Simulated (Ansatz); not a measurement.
# ClGeH₅SSi: small, medium and large basis sets

The task here is to estimate one member of a computed series from the others.

The runs use Ansatz 0.2.0, Gaussian basis; one geometry, several basis sets.

Levels to be run: PBE0-D4/def2-SVP; ωB97M-V/def2-SVP; PBE0-D4/def2-QZVPP; ωB97M-V/def2-QZVPP; the functionals' def2-TZVPP values are taken from earlier runs.

## Structure used throughout

All runs share one geometry, relaxed beforehand with PBE0-D4 in a triple-zeta def2 set.

SMILES `Cl[SiH2][S][GeH3]`, 9 atoms, charge 0, spin multiplicity 1.

Atoms are counted from 1 here; the program's logs count them from 0.

Bond lengths: Cl1–Si2 2.048 Å, Si2–S3 2.119 Å, Si2–H5 1.481 Å, Si2–H6 1.483 Å, S3–Ge4 2.233 Å, Ge4–H7 1.531 Å, Ge4–H8 1.534 Å, Ge4–H9 1.538 Å. Angles: Cl1–Si2–S3 108.1°, Cl1–Si2–H5 107.8°, Cl1–Si2–H6 108.5°, S3–Si2–H5 111.6°, S3–Si2–H6 110.9°, H5–Si2–H6 109.8°, Si2–S3–Ge4 95.3°, S3–Ge4–H7 106.1°, S3–Ge4–H8 109.6°, S3–Ge4–H9 108.7°, H7–Ge4–H8 111.3°, H7–Ge4–H9 110.9°, H8–Ge4–H9 110.1°.

Coordinates:

```mol
ClGeH5SSi
  3D, bonds by distance, orders not assigned

  9  8  0  0  0  0  0  0  0  0999 V2000
   -1.9078    1.8030    2.2519 Cl  0  0
   -1.0913    0.4174    0.9839 Si  0  0
    0.2173    1.4287   -0.3407 S   0  0
    1.2019   -0.4225   -1.1093 Ge  0  0
   -2.2005   -0.2415    0.2572 H   0  0
   -0.3547   -0.5836    1.7933 H   0  0
    1.6914   -0.0879   -2.5213 H   0  0
    2.3695   -0.8040   -0.1899 H   0  0
    0.1629   -1.5559   -1.1423 H   0  0
  1  2  8  0
  2  3  8  0
  3  4  8  0
  2  5  8  0
  2  6  8  0
  4  7  8  0
  4  8  8  0
  4  9  8  0
M  END
```

Set-up of the first run:

Contents of in.yaml:

```yaml
crystal:
  periodic: [false, false, false]
  atoms:
    - {symbol: Cl, position_ang: [-1.907821, 1.803014, 2.251860]}
    - {symbol: Si, position_ang: [-1.091288, 0.417428, 0.983886]}
    - {symbol: S, position_ang: [0.217268, 1.428706, -0.340682]}
    - {symbol: Ge, position_ang: [1.201907, -0.422498, -1.109263]}
    - {symbol: H, position_ang: [-2.200522, -0.241531, 0.257227]}
    - {symbol: H, position_ang: [-0.354675, -0.583585, 1.793345]}
    - {symbol: H, position_ang: [1.691366, -0.087949, -2.521346]}
    - {symbol: H, position_ang: [2.369476, -0.803996, -0.189926]}
    - {symbol: H, position_ang: [0.162889, -1.555891, -1.142300]}
basis:
  gaussian: {orbitals: def2-SVP}
hamiltonian: {xc: pbe0, dispersion: d4}
output: {orbitals: {seedname: orbitals}}
```

Among the steps run: PBE0-D4 in def2-SVP; ωB97M-V in def2-SVP; PBE0-D4 in def2-QZVPP; ωB97M-V in def2-QZVPP.

One of the session's tables, all rows but one given; the rest of the session is left out.

It belongs to the step «Functionals by basis». 

```
functional       basis  HOMO (eV)
   PBE0-D4    def2-SVP          ?
   PBE0-D4  def2-TZVPP      -7.59
   PBE0-D4  def2-QZVPP      -7.61
   ωB97M-V    def2-SVP      -9.63
   ωB97M-V  def2-TZVPP      -9.74
   ωB97M-V  def2-QZVPP      -9.77
```

**Question.** Estimate the row for PBE0-D4, def2-SVP.

The run gave: HOMO (eV): -7.53. In the column «HOMO (eV)» it is the highest.
